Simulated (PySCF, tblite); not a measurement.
# C7H14N3+: geometry, infrared bands, NMR shifts and electronic excitations

What infrared bands, NMR shifts and electronic excitations should C7H14N3+ (`Cc1c([NH3+])cnn1C(C)C`) show?

Computed with tblite 0.8.0 and PySCF 2.14.0, with density-fitted response routines of our own, on a single molecule in the gas phase. Atoms count from 0, in the outputs and in this text.

## 1. The starting structure

24 atoms, charge 1, multiplicity 1; geometry from: force field or distance geometry start.

Bonds of the start (Å): C0–C1 1.48, C1–C2 1.40, C2–N3 1.46, C2–C4 1.40, C4–N5 1.31, N5–N6 1.32, N6–C7 1.45, C7–C8 1.52, C7–C9 1.53, N6–C1 1.34, C0–H10 1.10, C0–H11 1.09, C0–H12 1.08, N3–H13 1.03, N3–H14 1.02, N3–H15 1.03, C4–H16 1.07, C7–H17 1.09, C8–H18 1.09, C8–H19 1.08, C8–H20 1.09, C9–H21 1.09, C9–H22 1.08, C9–H23 1.09.

## 2. Relaxing the molecule with GFN2-xTB

The job: settings as JSON, then the geometry in Å.

```
{"job": {"kind": "relax", "xc": "GFN2-xTB", "basis": "xTB"}, "charge": 1, "multiplicity": 1}
C      0.983100     1.391700     1.211800
C      0.829300     0.199300     0.342400
C      1.833900    -0.614000    -0.201600
N      3.272500    -0.442000    -0.062000
C      1.150300    -1.600500    -0.929900
N     -0.145800    -1.404100    -0.836100
N     -0.326400    -0.340200    -0.068400
C     -1.669800     0.144600     0.194400
C     -2.023000     1.209800    -0.837000
C     -2.652700    -1.030400     0.135100
H      0.125800     1.486300     1.886900
H      1.010900     2.297900     0.610200
H      1.876600     1.345600     1.823300
H      3.494600    -0.070000     0.875600
H      3.655500     0.197800    -0.762500
H      3.723200    -1.365300    -0.148600
H      1.546100    -2.409700    -1.506600
H     -1.685000     0.569200     1.195600
H     -3.035900     1.576800    -0.651500
H     -1.981600     0.795900    -1.834000
H     -1.347400     2.062500    -0.775200
H     -2.675700    -1.440500    -0.871400
H     -3.636600    -0.679300     0.413000
H     -2.357200    -1.822000     0.819200
```

Launch:

```console
> OMP_NUM_THREADS=1 python probes_run.py task.json out
```

The driver reads the jobs from task.json and runs them one after another.

**Question.** This job is followed by: GFN2-xTB harmonic vibrations, gas phase; PBE0-D3(BJ)/def2-SVP geometry optimisation, gas phase; GIAO PBE0/pcSseg-1 NMR shielding, non-relativistic, gas phase; TDDFT B3LYP/def2-SVPD, vertical, gas phase, core orbitals frozen in the response; GIAO HF/pcSseg-1 NMR shielding, non-relativistic, gas phase. Predict these results of the whole session: strongest single infrared mode (GFN2-xTB); zero-point energy (GFN2-xTB); point group; rotational constants (main isotopes); 13C shifts against TMS (PBE0/pcSseg-1, means over atoms taken as alike); 1H shifts against TMS (PBE0/pcSseg-1, means over atoms taken as alike); 15N shifts against NH3 (PBE0/pcSseg-1); lowest singlet (B3LYP/def2-SVPD); brightest single state of those computed; lowest triplet; vertical ionisation energy (ΔSCF); vertical electron affinity (ΔSCF); range of the shift of N5.

**Answer**, as computed:

| quantity | value |
| --- | --- |
| strongest single infrared mode (GFN2-xTB) | 1348 cm⁻¹, 154 km/mol |
| zero-point energy (GFN2-xTB) | 130.2 kcal/mol |
| point group | Cs |
| rotational constants (main isotopes) | 2.40, 0.92, 0.79 GHz |
| 13C shifts against TMS (PBE0/pcSseg-1, means over atoms taken as alike) | 134.5, 133.8, 104.4, 56.2, 23.7, 9.2 ppm |
| 1H shifts against TMS (PBE0/pcSseg-1, means over atoms taken as alike) | 7.92, 5.91, 4.11, 2.40, 1.70 ppm |
| 15N shifts against NH3 (PBE0/pcSseg-1) | 349.7, 264.6, 52.2 ppm |
| lowest singlet (B3LYP/def2-SVPD) | 5.14 eV (241 nm), f = 0.000 |
| brightest single state of those computed | state 10, 7.03 eV, f = 0.281 |
| lowest triplet | 4.79 eV |
| vertical ionisation energy (ΔSCF) | 13.08 eV |
| vertical electron affinity (ΔSCF) | 3.49 eV |
| range of the shift of N5 | 349.7 to 369.3 ppm |

What this shows: Relaxing lowered the energy by 0.034 eV in 121 steps; the close pair that moved most is C1–C2, from 1.402 to 1.392 Å (GFN2-xTB). The lowest mode is imaginary (38i cm⁻¹), so the xTB geometry is not a minimum. The strongest single mode, at 1348 cm⁻¹, is carried by H13, H15, H14, N3. GFN2-xTB is a fitted tight-binding method: band positions and strengths are rough. Its intensities can rank the bands wrongly. Over 12 steps the energy fell by 0.091 eV; of the close pairs, C4–H16 changed most, 1.070 to 1.090 Å (PBE0/def2-SVP). At PBE0/pcSseg-1: The largest span, 533 ppm, is at N5, where the paramagnetic term is -406 ppm. NICS(1)zz of -28 ppm above the planar ring from C1 marks a diatropic (aromatic) ring current. The first singlet state (HOMO→LUMO 0.94) lies at 5.14 eV and is dark; of the 10 states computed, the strongest absorption comes from state 10 at 7.03 eV (the last computed, so partners may be missing). The lowest triplet lies 0.36 eV below the lowest singlet (triplets in Tamm-Dancoff, singlets in full TDDFT). The orbital energy would give 11.04 eV for ionisation, ΔSCF gives 13.08 eV. Across the 2 runs the shift of N5 moves most, between 349.7 (PBE0/pcSseg-1) and 369.3 ppm (HF/pcSseg-1).
